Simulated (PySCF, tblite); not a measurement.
# C₅H₁₁BF₂N₂: geometry, infrared bands and NMR shifts

Aim: predict the infrared bands and NMR shifts of C₅H₁₁BF₂N₂ (`CN(BN)[C@@H]1C[C@H]1C(F)F`).

Programs: tblite 0.8.0 and PySCF 2.14.0, with density-fitted response routines of our own. Each step states its level of theory. These are calculated values for one molecule in the gas phase, unless marked as measured. Atoms count from 0, in the outputs and in this text.

### 1 The molecule as given

21 atoms, charge 0, multiplicity 1; geometry from: force field or distance geometry start.

Bonds of the start (Å): C0–N1 1.43, N1–B2 1.50, B2–N3 1.51, N1–C4 1.45, C4–C5 1.53, C5–C6 1.51, C6–C7 1.53, C7–F8 1.38, C7–F9 1.38, C6–C4 1.52, C0–H10 1.10, C0–H11 1.12, C0–H12 1.13, B2–H13 1.20, N3–H14 1.05, N3–H15 1.05, C4–H16 1.11, C5–H17 1.10, C5–H18 1.12, C6–H19 1.10, C7–H20 1.12.

### 2 Geometry optimisation with GFN2-xTB

What the job is given:

```
{"job": {"kind": "relax", "xc": "GFN2-xTB", "basis": "xTB"}, "charge": 0, "multiplicity": 1}
C     -1.650900    -1.737900     0.081600
N     -0.997900    -0.571300    -0.414900
B     -1.915200     0.616400    -0.363000
N     -2.036700     1.539800     0.825800
C      0.207600    -0.197100     0.297100
C      0.822000     1.057900    -0.328900
C      1.545600    -0.267500    -0.411700
C      2.822900    -0.262400     0.432600
F      2.898900    -1.321700     1.309100
F      3.881400    -0.366300    -0.448900
H     -1.042100    -2.436100     0.667200
H     -2.058600    -2.306700    -0.787800
H     -2.554800    -1.398600     0.674500
H     -2.721700     0.687400    -1.248500
H     -1.075000     1.752000     1.182500
H     -2.570400     2.411700     0.600500
H      0.282300    -0.316500     1.393600
H      0.420500     1.393200    -1.293200
H      1.221100     1.811000     0.392100
H      1.584700    -0.777300    -1.386500
H      2.927300     0.707000     0.980900
```

On the command line:

```bash
$ OMP_NUM_THREADS=1 python probes_run.py task.json out
```

The driver reads the jobs from task.json and runs them one after another.

**Question.** This job is followed by: GFN2-xTB harmonic vibrations, gas phase; GIAO PBE0/pcSseg-1 NMR shielding, non-relativistic, gas phase. Predict these results of the whole session: strongest single infrared mode (GFN2-xTB); zero-point energy (GFN2-xTB); 13C shifts against TMS (PBE0/pcSseg-1); 1H shifts against TMS (PBE0/pcSseg-1, means over atoms taken as alike); 15N shifts against NH3 (PBE0/pcSseg-1); 11B shifts against BF3·OEt2 (PBE0/pcSseg-1); 19F shifts against CFCl3 (PBE0/pcSseg-1).

As calculated:

```
                                                              quantity                                               value
                             strongest single infrared mode (GFN2-xTB)                               1431 cm⁻¹, 231 km/mol
                                          zero-point energy (GFN2-xTB)                                      103.6 kcal/mol
                                13C shifts against TMS (PBE0/pcSseg-1)                   126.8, 43.4, 36.5, 25.8, 14.3 ppm
1H shifts against TMS (PBE0/pcSseg-1, means over atoms taken as alike)  5.24, 4.01, 2.90, 2.63, 2.32, 1.27, 1.25, 0.79 ppm
                                15N shifts against NH3 (PBE0/pcSseg-1)                                      87.8, 74.7 ppm
                           11B shifts against BF3·OEt2 (PBE0/pcSseg-1)                                            23.6 ppm
                              19F shifts against CFCl3 (PBE0/pcSseg-1)                                  -124.0, -131.5 ppm
```

**Reading.** Over 198 steps the energy fell by 1.789 eV; of the close pairs, B2–N3 changed most, 1.510 to 1.399 Å. All 57 modes are real, so the xTB geometry is a minimum. The strongest single mode, at 1431 cm⁻¹, is carried by B2, N1, H11, H10. Unscaled tight-binding wavenumbers are off by several per cent, some by more. Its intensities can rank the bands wrongly.
